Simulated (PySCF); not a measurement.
# C5H8OS: the cost of one run

Programs: PySCF 2.14.0, with routines of our own; each step states its level. All values are computed. Atoms count from 0.

### Step 1. The starting structure

15 atoms, charge 0, multiplicity 1; geometry from: GFN2-xTB.

### Step 2. Magnetic properties: GIAO CAM-B3LYP/pcSseg-1

The job: settings as JSON, then the geometry in Å.

```
{"job": {"kind": "mag", "xc": "CAM-B3LYP", "basis": "pcSseg-1", "isotopologues": 2}, "charge": 0, "multiplicity": 1}
C      2.057679     0.030660    -0.366060
C      0.887481    -0.477180     0.434431
O      0.936613    -1.453634     1.134855
C     -0.375509     0.350918     0.271450
C     -1.568042    -0.108715     1.111545
S     -2.705524    -0.055988    -0.322751
C     -1.056401     0.152654    -1.093262
H      2.478922     0.894122     0.147390
H      1.741347     0.344937    -1.357472
H      2.824031    -0.736372    -0.438841
H     -0.136442     1.403914     0.437553
H     -1.870996     0.554877     1.916761
H     -1.450340    -1.126115     1.482246
H     -0.757316    -0.762640    -1.602331
H     -1.009915     0.996552    -1.777427
```

With the program's defaults for keys left out, this is: GIAO CAM-B3LYP/pcSseg-1 magnetisability, rotational g tensor and spin-rotation constants, non-relativistic, gas phase.

On the command line:

```console
> OMP_NUM_THREADS=1 python excited_run.py task.json out
```

One launch serves the whole session: the jobs run in the order shown.

**Question.** How long does this first job take on 1 thread of Arm Neoverse N1, shared host, and how much memory does it need?

About 66 s, with a peak of 0.82 GiB.
